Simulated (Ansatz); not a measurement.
# Ga on graphene monolayer: hop by a lattice vector of the surface, part 2 of 2

How high is the barrier for the hop by a lattice vector of the surface? Relax the two ends, then run a nudged elastic band between them. The slab cell is 3×3, 1 layer thick, and the adsorbate is set down on it by hand.

Ansatz 0.2.0; DFT PBE, plane waves, PAW, scalar-relativistic, collinear spin.

## Step 4: Nudged elastic band

crystal.atoms is end A as relaxed above, and neb.final_atoms is the same geometry shifted by the lattice vector, with the slab's atoms relabelled. With 5 inner images the band has 7 in all.

File input.yaml:

```yaml
crystal:
  lattice:
    - [7.398, 0.0, 0.0]
    - [-3.699, 6.406856, 0.0]
    - [0.0, 0.0, 11.0]
  atoms:
    - { symbol: C, position: [-0.00382851, -0.00741198, 0.08960476] }
    - { symbol: C, position: [0.21792157, 0.10268375, 0.08986289] }
    - { symbol: C, position: [-0.00479521, 0.32546936, 0.0898753] }
    - { symbol: C, position: [0.21714362, 0.43645771, 0.09034] }
    - { symbol: C, position: [-0.00380447, 0.6592339, 0.08966143] }
    - { symbol: C, position: [0.21795146, 0.7708692, 0.08982805] }
    - { symbol: C, position: [0.32957427, -0.00741194, 0.08960516] }
    - { symbol: C, position: [0.55175728, 0.10370032, 0.08963242] }
    - { symbol: C, position: [0.32891394, 0.32466821, 0.09032348] }
    - { symbol: C, position: [0.55247175, 0.43645727, 0.09034048] }
    - { symbol: C, position: [0.32891176, 0.6599361, 0.09029157] }
    - { symbol: C, position: [0.55241837, 0.77167961, 0.09022715] }
    - { symbol: C, position: [0.6633745, -0.00640779, 0.08980221] }
    - { symbol: C, position: [0.88509968, 0.10370009, 0.08963146] }
    - { symbol: C, position: [0.66342077, 0.32546962, 0.08987535] }
    - { symbol: C, position: [0.88511109, 0.43706633, 0.08963358] }
    - { symbol: C, position: [0.66418149, 0.65993463, 0.09028918] }
    - { symbol: C, position: [0.88607501, 0.77086826, 0.0898264] }
    - { symbol: Ga, position: [0.44084904, 0.54853375, 0.28771294] }
magnetization:
  spin_polarized: true
basis:
  ecutwfc: 420.0
kpoints:
  mp_grid: { grid: [2, 2, 1] }
hamiltonian:
  xc: pbe
scf:
  occupations: { method: gaussian, width: 0.05 }
  lower_state_search: "off"
neb:
  images: 5
  f_tol: 0.05
  initial_path: linear
  max_iterations: 51
  optimiser: lbfgs
  spring: { min: 2.0, max: 10.0 }
  final_atoms:
    - { symbol: C, position: [-0.00329217, -0.00640779, 0.08980221] }
    - { symbol: C, position: [0.21843301, 0.10370009, 0.08963146] }
    - { symbol: C, position: [-0.0032459, 0.32546962, 0.08987535] }
    - { symbol: C, position: [0.21844442, 0.43706633, 0.08963358] }
    - { symbol: C, position: [-0.00248518, 0.65993463, 0.09028918] }
    - { symbol: C, position: [0.21940834, 0.77086826, 0.0898264] }
    - { symbol: C, position: [0.32950482, -0.00741198, 0.08960476] }
    - { symbol: C, position: [0.5512549, 0.10268375, 0.08986289] }
    - { symbol: C, position: [0.32853812, 0.32546936, 0.0898753] }
    - { symbol: C, position: [0.55047695, 0.43645771, 0.09034] }
    - { symbol: C, position: [0.32952886, 0.6592339, 0.08966143] }
    - { symbol: C, position: [0.55128479, 0.7708692, 0.08982805] }
    - { symbol: C, position: [0.6629076, -0.00741194, 0.08960516] }
    - { symbol: C, position: [0.88509061, 0.10370032, 0.08963242] }
    - { symbol: C, position: [0.66224727, 0.32466821, 0.09032348] }
    - { symbol: C, position: [0.88580508, 0.43645727, 0.09034048] }
    - { symbol: C, position: [0.66224509, 0.6599361, 0.09029157] }
    - { symbol: C, position: [0.8857517, 0.77167961, 0.09022715] }
    - { symbol: Ga, position: [0.77418237, 0.54853375, 0.28771294] }
  order_check: true
```

Started as:

```sh
$ ansatz run input.yaml --threads 2 --pin off --max-ram 5120MiB --backend cpu --events-out ev --progress --plain --runs-dir out
```

Output, shortened:

```text
Warning: neb: disabling space-group detection — the band's intermediate images generally break the endpoint symmetry, so no spatial operation reduces the k-mesh or symmetrises the density, except that a semilocal band can use its path's symmetry ahead of convergence; time reversal is [...]
Warning: RAYON_NUM_THREADS=2 ignored (pool sized by the plan → 2); use --threads N
[...]
Pseudopotentials: kind: paw
Pseudopotential: C, paw, valence charge 4, recommended cutoff 420 eV (normal), C.paw.azcp
Pseudopotential: Ga, paw, valence charge 13, recommended cutoff 420 eV (normal), Ga.paw.azcp
Functional definition: PBE
[...]
parallel-image band execution: 2 concurrent image workers
NEB image 0
Crystal: 19 atoms, lattice volume = 521.377 Å³
Basis set: ecut = 420 eV, 10225 PW (Γ), exchange–correlation on 100×100×150 points (8 copies of the dense FFT grid, shifted against one another)
Bands: 62, of which v1, the nominal top of the filled ones, is band 43 counted from 1 (42 counted from 0)
Symmetry: 1 space group operations
k-points: 4
[...]
SCF iter   1: F=—  HF=-8310.459751 eV  |F-HF|=—  |Δ(HF+E_count)|=         —  Δρ=3.63e-2 (↑3.63e-2 ↓3.63e-2)  dr2=3.00e1  dr2_m=0.00e0  M=0.000 μB ∫|m|=0.000 μB  β_m=0.30  ethr=3.10e-3  ⟨swp⟩=7.8  Hψ=1331  notcnv=0  defer=23
[...]
spin=Collinear: Resta preconditioning applied to the charge; magnetization (m = ρ↑ − ρ↓) channel mixes plain (no charge-response kernel on spin).
[...]
NSCF: frozen V_eff on 4 k-points
NEB image 6
[...]
spin=Collinear: Resta preconditioning applied to the charge; magnetization (m = ρ↑ − ρ↓) channel mixes plain (no charge-response kernel on spin).
[...]
NSCF: frozen V_eff on 4 k-points
NEB end point (image 0): max|allowed force component| = 2.379e-2 eV/Å (the criterion of neb.relax_end_points is 1.000e-2)
NEB end point (image 6): max|allowed force component| = 2.378e-2 eV/Å (the criterion of neb.relax_end_points is 1.000e-2)
NEB image 1
SCF iter   1: F=—  HF=-8310.389342 eV  |F-HF|=—  |Δ(HF+E_count)|=         —  Δρ=3.63e-2 (↑3.63e-2 ↓3.63e-2)  dr2=2.99e1  dr2_m=0.00e0  M=0.000 μB ∫|m|=0.000 μB  β_m=0.30  ethr=3.10e-3  ⟨swp⟩=8.2  Hψ=1356  notcnv=0  defer=19
[...]
spin=Collinear: Resta preconditioning applied to the charge; magnetization (m = ρ↑ − ρ↓) channel mixes plain (no charge-response kernel on spin).
NEB image 2
[...]
```

## Step 5: More of the same log: band between the two ends

Output, continued, shortened:

```text
spin=Collinear: Resta preconditioning applied to the charge; magnetization (m = ρ↑ − ρ↓) channel mixes plain (no charge-response kernel on spin).
NEB image 3
[...]
spin=Collinear: Resta preconditioning applied to the charge; magnetization (m = ρ↑ − ρ↓) channel mixes plain (no charge-response kernel on spin).
NEB image 4
spin=Collinear: Resta preconditioning applied to the charge; magnetization (m = ρ↑ − ρ↓) channel mixes plain (no charge-response kernel on spin).
NEB image 5
[...]
spin=Collinear: Resta preconditioning applied to the charge; magnetization (m = ρ↑ − ρ↓) channel mixes plain (no charge-response kernel on spin).
NEB iter   1: max|band force component| = 1.559e0 eV/Å  barrier→ = 0.2005 eV  barrier← = 0.2005 eV  Δτ_max = 0.0224 Å  (70 SCF iters)
[...]
NEB point 6 about image 3
[...]
spin=Collinear: Resta preconditioning applied to the charge; magnetization (m = ρ↑ − ρ↓) channel mixes plain (no charge-response kernel on spin).
NEB point 7 about image 3
[...]
spin=Collinear: Resta preconditioning applied to the charge; magnetization (m = ρ↑ − ρ↓) channel mixes plain (no charge-response kernel on spin).
NEB point 8 about image 3
[...]
spin=Collinear: Resta preconditioning applied to the charge; magnetization (m = ρ↑ − ρ↓) channel mixes plain (no charge-response kernel on spin).
NEB point 9 about image 3
[...]
spin=Collinear: Resta preconditioning applied to the charge; magnetization (m = ρ↑ − ρ↓) channel mixes plain (no charge-response kernel on spin).
NEB point 10 about image 3
[...]
spin=Collinear: Resta preconditioning applied to the charge; magnetization (m = ρ↑ − ρ↓) channel mixes plain (no charge-response kernel on spin).
NEB point 11 about image 3
[...]
spin=Collinear: Resta preconditioning applied to the charge; magnetization (m = ρ↑ − ρ↓) channel mixes plain (no charge-response kernel on spin).
NEB point 12 about image 3
```

## Step 6: The output, continued: band between the two ends

Output, continued, shortened:

```text
[...]
spin=Collinear: Resta preconditioning applied to the charge; magnetization (m = ρ↑ − ρ↓) channel mixes plain (no charge-response kernel on spin).
NEB point 13 about image 3
[...]
spin=Collinear: Resta preconditioning applied to the charge; magnetization (m = ρ↑ − ρ↓) channel mixes plain (no charge-response kernel on spin).
NEB point 14 about image 3
[...]
spin=Collinear: Resta preconditioning applied to the charge; magnetization (m = ρ↑ − ρ↓) channel mixes plain (no charge-response kernel on spin).
NEB point 15 about image 3
[...]
spin=Collinear: Resta preconditioning applied to the charge; magnetization (m = ρ↑ − ρ↓) channel mixes plain (no charge-response kernel on spin).
NEB point 16 about image 3
[...]
spin=Collinear: Resta preconditioning applied to the charge; magnetization (m = ρ↑ − ρ↓) channel mixes plain (no charge-response kernel on spin).
NEB point 17 about image 3
[...]
    - { symbol: C, position: [0.3281094745779128, 0.32512099992632754, 0.0895938575764822] }
    - { symbol: C, position: [0.5512660728557974, 0.43604133258716293, 0.08768714067302441] }
    - { symbol: C, position: [0.32906239626238304, 0.6593153335651031, 0.0898767827726415] }
    - { symbol: C, position: [0.5511529710440279, 0.7712092791642637, 0.08956841621386617] }
    - { symbol: C, position: [0.6630625224905734, -0.006902463169505771, 0.09000284944454115] }
    - { symbol: C, position: [0.8851661025850897, 0.10384129818892941, 0.08970559812115865] }
    - { symbol: C, position: [0.6635023621645726, 0.3251210212998409, 0.0895939041992068] }
    - { symbol: C, position: [0.8855912311706047, 0.43701212836220793, 0.08988546134859268] }
    - { symbol: C, position: [0.6633882695362636, 0.6602857258447037, 0.08765556364016958] }
    - { symbol: C, position: [0.8865471610041347, 0.7712093098126099, 0.08956823880334669] }
    - { symbol: Ga, position: [0.6075126795948267, 0.5485288658453317, 0.2936116199614331] }
```

Run time: 4 min. Hardware: 2 threads of INTEL XEON PLATINUM 8581C at 2.10GHz (Emerald Rapids), shared host; peak memory 1.8 GiB.

## Step 7: The band, image by image

Images 0 and 6 are the ends. Energies count from image 0; the path length is the program's own measure over all atoms.

```
image  path (Å)  energy (eV)  Ga19 x y z (Å)  band force (eV/Å)
    0     0.000       0.0000  1.23 3.51 3.16                  -
    1     0.554       0.0730  1.79 3.51 3.20              0.032
    2     0.900       0.1391  2.15 3.51 3.22              0.026
   3*     1.204       0.1622  2.47 3.51 3.23              0.009
    4     1.508       0.1391  2.78 3.51 3.22              0.026
    5     1.855       0.0730  3.14 3.51 3.20              0.032
    6     2.408       0.0000  3.70 3.51 3.16                  -
```

The star marks the climbing image.

image, energy (eV) and a bar:
```
        0      0.000 
        1      0.073 ##############
        2      0.139 ##########################
        3      0.162 ##############################
        4      0.139 ##########################
        5      0.073 ##############
        6      0.000
```

The top of the band by iteration:

```
iteration  highest image above image 0 (eV)  largest band force (eV/Å)
        1                            0.2005                      1.559
        2                            0.1849                      1.338
        3                            0.1716                      0.371
        4                            0.1641                      0.261
        5                            0.1630                      0.149
        6                            0.1628                      0.133
        7                            0.1625                      0.061
        8                            0.1631                      0.128
        9                            0.1625                      0.075
       10                            0.1622                      0.032
```

Positions of all images (Å):

```xyz
19
Lattice="7.398 0.000 0.000 -3.699 6.407 0.000 0.000 0.000 11.000" Properties=species:S:1:pos:R:3 pbc="T T T" image=0 dE=0.0000
C    -0.001   -0.047    0.986
C     1.232    0.658    0.988
C    -1.239    2.085    0.989
C    -0.008    2.796    0.994
C    -2.467    4.224    0.986
C    -1.239    4.939    0.988
C     2.466   -0.047    0.986
C     3.698    0.664    0.986
C     1.232    2.080    0.994
C     2.473    2.796    0.994
C    -0.008    4.228    0.993
C     1.232    4.944    0.992
C     4.931   -0.041    0.988
C     6.164    0.664    0.986
C     3.704    2.085    0.989
C     4.931    2.800    0.986
C     2.473    4.228    0.993
C     3.704    4.939    0.988
Ga    1.232    3.514    3.165
19
Lattice="7.398 0.000 0.000 -3.699 6.407 0.000 0.000 0.000 11.000" Properties=species:S:1:pos:R:3 pbc="T T T" image=1 dE=0.0730
C    -0.009   -0.046    0.987
C     1.224    0.659    0.991
C    -1.245    2.086    0.993
C    -0.016    2.798    1.002
C    -2.474    4.224    0.984
C    -1.245    4.938    0.992
C     2.457   -0.048    0.986
C     3.690    0.663    0.987
C     1.220    2.081    0.994
C     2.463    2.794    0.972
C    -0.016    4.226    1.002
C     1.220    4.943    0.994
C     4.923   -0.042    0.990
C     6.156    0.665    0.986
C     3.698    2.083    0.980
C     4.924    2.800    0.984
C     2.463    4.230    0.971
C     3.698    4.941    0.979
Ga    1.791    3.514    3.196
19
Lattice="7.398 0.000 0.000 -3.699 6.407 0.000 0.000 0.000 11.000" Properties=species:S:1:pos:R:3 pbc="T T T" image=2 dE=0.1391
C    -0.006   -0.045    0.988
C     1.227    0.660    0.991
C    -1.240    2.087    0.991
C    -0.011    2.799    0.996
C    -2.470    4.224    0.984
C    -1.240    4.938    0.991
C     2.460   -0.048    0.987
C     3.693    0.663    0.988
C     1.221    2.083    0.992
C     2.463    2.794    0.965
C    -0.011    4.225    0.996
C     1.221    4.941    0.991
C     4.926   -0.043    0.991
C     6.159    0.665    0.987
C     3.701    2.083    0.980
C     4.928    2.800    0.985
C     2.463    4.230    0.965
C     3.701    4.941    0.980
Ga    2.148    3.514    3.221
19
Lattice="7.398 0.000 0.000 -3.699 6.407 0.000 0.000 0.000 11.000" Properties=species:S:1:pos:R:3 pbc="T T T" image=3 dE=0.1622
C     0.000   -0.044    0.990
C     1.232    0.661    0.990
C    -1.234    2.087    0.991
C    -0.004    2.800    0.989
C    -2.463    4.224    0.989
C    -1.234    4.938    0.991
C     2.465   -0.048    0.987
C     3.699    0.661    0.990
C     1.225    2.083    0.986
C     2.465    2.794    0.965
C    -0.004    4.224    0.989
C     1.225    4.941    0.985
C     4.931   -0.044    0.990
C     6.164    0.665    0.987
C     3.706    2.083    0.986
C     4.935    2.800    0.989
C     2.465    4.230    0.964
C     3.706    4.941    0.985
Ga    2.465    3.514    3.230
19
Lattice="7.398 0.000 0.000 -3.699 6.407 0.000 0.000 0.000 11.000" Properties=species:S:1:pos:R:3 pbc="T T T" image=4 dE=0.1391
C     0.005   -0.043    0.991
C     1.237    0.663    0.988
C    -1.227    2.087    0.991
C     0.002    2.800    0.985
C    -2.456    4.225    0.996
C    -1.227    4.938    0.991
C     2.471   -0.048    0.987
C     3.704    0.660    0.991
C     1.229    2.083    0.980
C     2.467    2.794    0.965
C     0.002    4.224    0.984
C     1.229    4.941    0.980
C     4.936   -0.045    0.988
C     6.170    0.665    0.987
C     3.710    2.083    0.992
C     4.942    2.799    0.996
C     2.467    4.230    0.965
C     3.710    4.941    0.991
Ga    2.782    3.514    3.221
19
Lattice="7.398 0.000 0.000 -3.699 6.407 0.000 0.000 0.000 11.000" Properties=species:S:1:pos:R:3 pbc="T T T" image=5 dE=0.0730
C     0.008   -0.042    0.990
C     1.241    0.663    0.987
C    -1.222    2.086    0.993
C     0.007    2.800    0.984
C    -2.452    4.226    1.002
C    -1.222    4.938    0.992
C     2.474   -0.048    0.986
C     3.707    0.659    0.991
C     1.233    2.083    0.980
C     2.468    2.794    0.972
C     0.007    4.224    0.984
C     1.233    4.941    0.979
C     4.940   -0.046    0.987
C     6.173    0.665    0.986
C     3.710    2.081    0.994
C     4.946    2.798    1.002
C     2.468    4.230    0.971
C     3.710    4.943    0.994
Ga    3.140    3.514    3.196
19
Lattice="7.398 0.000 0.000 -3.699 6.407 0.000 0.000 0.000 11.000" Properties=species:S:1:pos:R:3 pbc="T T T" image=6 dE=0.0000
C    -0.001   -0.041    0.988
C     1.232    0.664    0.986
C    -1.228    2.085    0.989
C    -0.001    2.800    0.986
C    -2.459    4.228    0.993
C    -1.228    4.939    0.988
C     2.465   -0.047    0.986
C     3.698    0.658    0.988
C     1.227    2.085    0.989
C     2.458    2.796    0.994
C    -0.001    4.224    0.986
C     1.227    4.939    0.988
C     4.932   -0.047    0.986
C     6.164    0.664    0.986
C     3.698    2.080    0.994
C     4.939    2.796    0.994
C     2.458    4.228    0.993
C     3.698    4.944    0.992
Ga    3.698    3.514    3.165
```

## Step 8: Summary of results

The summary covers parts 1 to 2.

| quantity | value |
| --- | --- |
| end A | 7 moves, 0.513 eV lower |
| barrier forwards | 0.16 eV |
| barrier backwards | 0.16 eV |
| second end relative to first | 0.000 eV |
| highest image | 3 of 0 to 6, climbing |
| band iterations | 10 |
| lowest curvatures at the top | -0.52 and 0.11 eV/Å² |

The barrier from the first end is 0.16 eV, 6 times kT at 300 K, which at an assumed attempt frequency of 10^13 s⁻¹ means a rate near 10^10 s⁻¹. The ends differ by 1 meV at most. The test of curvatures at the top gave "unresolved", so the point may be no simple saddle. A cell of 19 atoms lets the moving atom feel its images, and convergence in size and mesh was not shown.
